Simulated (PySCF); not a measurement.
Molecule: FGeClH2, in a box.

```
F Ge Cl H
1.0
    12.00000    0.00000    0.00000
     0.00000   12.00000    0.00000
     0.00000    0.00000   12.00000
F Ge Cl H
1 1 1 2
Direct
  0.47740 0.46486 0.60517
  0.50923 0.49976 0.46899
  0.38171 0.61093 0.41454
  0.50320 0.39257 0.40050
  0.62046 0.56171 0.47126
```

Base run:

| Property | Result |
| --- | --- |
| Program | PySCF 2.14.0 |
| Functional | MN15-L |
| Potentials or basis | 6-31g* (all-electron) |
| k mesh | 1 × 1 × 1 |
| Occupations | fixed |
| Spin | no spin polarisation |

Its results: gap between the frontier levels 7.91 eV.

Problem. After a change of settings the same cell gave: gap between the frontier levels 6.60 eV. Which change was it?
A. functional from MN15-L to SCAN0
B. functional from MN15-L to PBE
C. functional from MN15-L to HSE03

Solution. B.

Caveats: this is a molecule in a periodic box at the Γ point, so its band gap is the HOMO-LUMO gap; relativity is left out, which matters for the heavier elements; the basis of atomic orbitals isn't converged, which shifts pressures, moduli and gaps.
